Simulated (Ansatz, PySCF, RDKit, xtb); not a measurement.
**CH4OZn: a search for the lowest isomer**

Only the formula CH4OZn is given. Aim: find the structure of lowest free energy at 298.15 K, then its properties.

The funnel: GFN2-xTB relaxations, single points with a density functional, relaxations at r2SCAN-D4/def2-SVP, harmonic vibrations, and a last energy at a higher level. All values are calculated.

4 further runs of the same task are left out: 4 set aside as unsound or not needed.

## Step 1: Drawing up candidates

A program enumerates the bonding patterns with one Lewis structure each (two rings at most, one unusual centre or charged pair), with their diastereomers. O–O, O–halogen and N–halogen bonds and N–N–N chains are not drawn. That gives 5 candidates.

| label | SMILES | spin |
| --- | --- | --- |
| c141 | [CH2]1[OH+][ZnH-]1 | singlet |
| c467 | O[CH2][ZnH] | singlet |
| c611 | [CH3][Zn][OH] | singlet |
| c845 | C=[O+][ZnH2-] | singlet |
| c996 | C[O][ZnH] | singlet |

Candidates are built by distance geometry, with a force field where one applies, in up to four conformers (letters a to d). 10 starts with atoms placed at random are added, to find patterns that the rules miss.

Q: Predict the outcome of this search (final energies at CCSD(T)/def2-TZVP).

| quantity | value |
| --- | --- |
| lowest structure found | [CH3][Zn][OH], singlet, C1 |
| next finalist | C[O][ZnH], singlet, 23.2 kcal/mol higher in G |
| share at equilibrium, among the finalists | 100.0 % |
| harmonic wavenumbers, lowest and highest (r2SCAN-D4/def2-SVP) | 15 and 3870 cm⁻¹ |
| rotational constants, same geometry | 4.302, 0.1443, 0.1434 cm⁻¹ |
| dipole moment (PBE0/def2-TZVPD) | 1.82 D |
| HOMO energy (PBE0/def2-TZVPD) | -8.08 eV |
| LUMO energy (PBE0/def2-TZVPD) | -0.53 eV |
| HOMO–LUMO gap (PBE0/def2-TZVPD) | 7.54 eV |
| lowest excitation (TD-B3LYP/def2-SVPD) | 5.88 eV (f = 0.031) |
| strongest of the states computed, same level | 7.12 eV (f = 0.175) |
| lowest triplet excitation, same level, Tamm-Dancoff | 5.54 eV |
| vertical ionisation energy | 10.35 eV |
| vertical electron affinity | -0.58 eV (unbound: the value depends on the basis) |
| vertical triplet less singlet | +5.76 eV |

The search ends on `[CH3][Zn][OH]`. The margin of 23.2 kcal/mol over the next finalist is beyond the usual error of the last level; it says nothing of structures that weren't ranked. HF/STO-3G, r2SCAN-D4/def2-SVP, r2SCAN-D4/def2-SVP, relaxed, HF/def2-TZVP and MP2/def2-TZVP already put its bonding pattern lowest among the structures in one piece; GFN2-xTB favours the singlet C[O][ZnH]. Lowest found is not proven lowest: the search is finite, and each finalist counts with one conformer. Patterns outside the rules of the enumeration were met only by chance.
